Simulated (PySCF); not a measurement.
# [SmOCl]−: other functionals and bases at one geometry

The task here is to estimate one member of a computed series from the others.

Method: several levels, as the steps say, no spin–orbit coupling; program: PySCF 2.14.0.

1 further run of the same task is left out (for a known fault of the program).

## Starting geometry

3 atoms, charge -1, spin multiplicity 1.

Bond lengths: Sm1–O2 2.008 Å, Sm1–Cl3 2.838 Å. Angles: O2–Sm1–Cl3 129.4°.

Coordinates:

```xyz
3
ClOSm
Sm    0.2975    0.0000   -0.3007
O     2.1087    0.0000    0.5653
Cl   -2.2728    0.0000    0.9023
```

Formal oxidation states: Sm +2. Each metal's 6 4f electrons lie in its core potential, so multiplicities, spins and levels count the valence alone. An earlier session relaxed this geometry at PBE0, Sm lcecp-0-SVP with ECP52, O def2-SVP, Cl def2-SVP (singlet, point group Cs).

At PBE0 on the finer grid: E = -563.922969 Eh, frontier levels not given, since the 4f levels lie in the core, Mulliken charge on Sm1 +0.20 e, largest force component 0.015 eV/Å. 

Levels to run: TPSS; PBE; PBE0, TZVP. Hardware: 2 threads of Arm Neoverse V1, shared host.

Set-up of the first run:

The input, run.py (the lines that set the calculation):

```python
mol = gto.M(atom='''
Sm     0.29754     0.00000    -0.30069
O      2.10872     0.00000     0.56529
Cl    -2.27281     0.00000     0.90228''',
    basis={'Sm': 'lcecp-0-SVP', 'O': 'def2-SVP', 'Cl': 'def2-SVP'},
    ecp={'Sm': 'lcecp-0-SVP'},
    charge=-1, spin=0)
mf = dft.RKS(mol, xc='TPSS')
mf.grids.atom_grid = (75, 302)  # f atoms: unpruned, at least (60, 302)
mf = mf.density_fit()  # fitting sets: Sm AutoAux, O def2-universal-JKFIT, Cl def2-universal-JKFIT
mf.conv_tol = 1e-08; mf.max_cycle = 55
mf.kernel(dm0)  # dm0: the density of the relaxed state
```

Started as:

```bash
$ OMP_NUM_THREADS=2 python run.py
```

Steps of the session up to this table: TPSS; PBE; PBE0, TZVP.

One table of the session follows, with a row left open; its other results are not shown here.

```
              level  charge on Sm1 (e)  dipole (D)  largest force component (eV/Å)
PBE0 (relaxed here)               0.20        7.31                            0.02
               TPSS               0.12        6.90                            0.56
                PBE                  ?           ?                               ?
         PBE0, TZVP               0.62        7.88                            0.57
```

Q: Estimate the row for PBE from the others.

**Answer.** charge on Sm1 (e): 0.04; dipole (D): 6.74; largest force component (eV/Å): 0.42. In the column «charge on Sm1 (e)» it is the lowest.

The dipole of a charged species depends on the origin, so these sizes hold for this origin alone.

The largest leftover force, 0.57 eV/Å with PBE0, TZVP, stands at a geometry relaxed at another level. With 4f in the core, its levels are missing from HOMO and gap, and its count is fixed, so no charge can pass from the ligands into it. Total energies of different levels can't be compared.
